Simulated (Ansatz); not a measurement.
# GeH2SO (SMILES [OH][Ge][SH]) at PBE0/def2-SVPD

Aim: the electronic atomisation energy of GeH2SO at PBE0/def2-SVPD, from 5 runs. 

The calculation is run with Ansatz 0.2.0.

50 further runs of the same task are left out: 50 set aside as unsound or not needed. Runs told in other sessions of the task aren't counted.

### 1 The system as given

GeH2SO has 5 atoms, charge 0, and is taken as a singlet. SMILES: `[OH][Ge][SH]`. The coordinates come from a PBE0-D4/def2-TZVP relaxation. This is one conformer, not always the lowest.

Bond lengths: O1–Ge2 1.782 Å, Ge2–S3 2.260 Å, O1–H4 0.961 Å, S3–H5 1.343 Å. Angles: O1–Ge2–S3 97.9°, Ge2–O1–H4 117.4°, Ge2–S3–H5 93.6°.

### 2 A single-point energy at PBE0/def2-SVPD

The input, in.yaml:

```yaml
crystal:
  periodic: [false, false, false]
  atoms:
    - symbol: O
      position_ang: [-1.346000, -1.001300, 0.399800]
    - symbol: Ge
      position_ang: [-0.897400, 0.628900, -0.164200]
    - symbol: S
      position_ang: [1.343300, 0.336500, -0.206300]
    - symbol: H
      position_ang: [-0.632500, -1.625200, 0.561400]
    - symbol: H
      position_ang: [1.582700, 1.587400, -0.632100]
basis:
  gaussian:
    orbitals: def2-SVPD
hamiltonian:
  xc: {name: PBE0}
accuracy: high
output: {orbitals: {seedname: orbitals}}
```

Run with:

```console
$ ansatz run in.yaml --threads 1 --pin off --max-ram 2610MiB --events-out events.jsonl --progress --plain --runs-dir runs
```

The program printed:

```text
Warning: RAYON_NUM_THREADS=1 ignored (pool sized by the plan → 1); use --threads N
Functional definition: PBE0
  name "PBE0"
  parameter a = 0.25
  parameter kappa = 0.804
  parameter beta = 0.06672455060314922
  exchange = (1 - a)*pbe_x(kappa = kappa, mu = beta*pi^2/3) + a*exact_x
  correlation = pbe_c(beta = beta)
1966 factors; integrals over basis functions are off by at most 4.4e-9 eV
mean field evaluation 1: about -69404.1218 eV, gradient 5.5e1 eV
mean field evaluation 2: about -69373.0170 eV, gradient 1.3e2 eV
mean field evaluation 4: about -69409.5240 eV, gradient 8.0e0 eV
mean field evaluation 8: about -69409.7954 eV, gradient 6.3e-1 eV
mean field evaluation 16: about -69409.7966 eV, gradient 1.0e-4 eV
mean field -69409.79655405 eV, -2550.7629757115 hartree, gradient 4.3e-8 eV, S^2 0.000000; 0 other end points of the search recorded, 0 dependent functions left out
reference -69409.79655675 eV, -2550.7629758107 hartree; 29, 29 occupied and 75, 75 virtual orbitals, 1966 factors
Total energy: -69409.79655675 eV, -2550.7629758107 hartree
```

Run time: 9.6 s. Hardware: 1 thread of Arm Neoverse V2, shared host; peak memory 0.35 GiB.

### 3 The Ge atom, same level

The input, job.yaml:

```yaml
crystal:
  periodic: [false, false, false]
  atoms:
    - {symbol: Ge, position_ang: [0.000000, 0.000000, 0.000000]}
basis:
  gaussian: {orbitals: def2-SVPD}
magnetization: {spin_polarized: true, initial_magnetization: 2}
hamiltonian: {xc: pbe0}
accuracy: high
```

Run the same way, it converges to -2076.39545 Eh (log not shown).

### 4 The H atom

The input, run.yaml:

```yaml
crystal:
  periodic: [false, false, false]
  atoms:
    - {symbol: H, position_ang: [0.000000, 0.000000, 0.000000]}
basis:
  gaussian:
    orbitals: def2-SVPD
magnetization:
  spin_polarized: true
  initial_magnetization: 1
hamiltonian:
  xc: pbe0
accuracy: high
```

Run with:

```console
$ ansatz run run.yaml --threads 1 --pin off --max-ram 2610MiB --events-out events.jsonl --progress --plain --runs-dir runs
```

The program printed:

```text
Warning: RAYON_NUM_THREADS=1 ignored (pool sized by the plan → 1); use --threads N
Functional definition: PBE0
  name "PBE0"
  parameter a = 0.25
  parameter kappa = 0.804
  parameter beta = 0.06672455060314922
  exchange = (1 - a)*pbe_x(kappa = kappa, mu = beta*pi^2/3) + a*exact_x
  correlation = pbe_c(beta = beta)
33 factors; integrals over basis functions are off by at most 2.1e-9 eV
mean field evaluation 1: about -13.6122 eV, gradient 3.3e-1 eV
mean field evaluation 2: about -13.6136 eV, gradient 2.0e-2 eV
mean field evaluation 4: about -13.6136 eV, gradient 2.2e-5 eV
mean field evaluation 8: about -13.6136 eV, gradient 1.1e-8 eV
mean field -13.61360498 eV, -0.5002907553 hartree, gradient 1.1e-8 eV, S^2 0.750000; 0 other end points of the search recorded, 0 dependent functions left out
reference -13.61360633 eV, -0.5002908051 hartree; 1, 0 occupied and 7, 8 virtual orbitals, 33 factors
Total energy: -13.61360633 eV, -0.5002908051 hartree
```

Run time: 0.1 s. Hardware: 1 thread of Arm Neoverse V2, shared host.

### 5 The O atom, same level

The input, in.yaml:

```yaml
basis:
  gaussian:
    orbitals: def2-SVPD
crystal:
  periodic: [false, false, false]
  atoms:
    - {symbol: O, position_ang: [0.000000, 0.000000, 0.000000]}
magnetization:
  spin_polarized: true
  initial_magnetization: 2
hamiltonian:
  xc: {name: PBE0}
accuracy: high
```

Run the same way, it converges to -74.93194 Eh (log not shown).

### 6 The S atom, same level

The input, input.yaml:

```yaml
crystal:
  periodic: [false, false, false]
  atoms:
    - {symbol: S, position_ang: [0.000000, 0.000000, 0.000000]}
basis:
  gaussian: {orbitals: def2-SVPD}
magnetization: {spin_polarized: true, initial_magnetization: 2}
hamiltonian: {xc: pbe0}
accuracy: high
```

Run the same way, it converges to -397.84335 Eh (log not shown).

### 7 Results

At PBE0/def2-SVPD:

| quantity | value |
| --- | --- |
| molecule: total energy | -2550.76298 Eh |
| molecule: HOMO energy | -7.47 eV |
| molecule: LUMO energy | -2.10 eV |
| molecule: HOMO–LUMO gap | 5.37 eV |
| Ge atom: total energy | -2076.39545 Eh |
| Ge atom: ⟨S²⟩ | 2.003 |
| H atom: total energy | -0.50029 Eh |
| H atom: ⟨S²⟩ | 0.750 |
| O atom: total energy | -74.93194 Eh |
| O atom: ⟨S²⟩ | 2.004 |
| S atom: total energy | -397.84335 Eh |
| S atom: ⟨S²⟩ | 2.004 |
| electronic atomisation energy | 16.100 eV |

Taking the molecule apart into free atoms costs 16.10 eV (371 kcal/mol), before zero-point energy and without spin-orbit coupling.
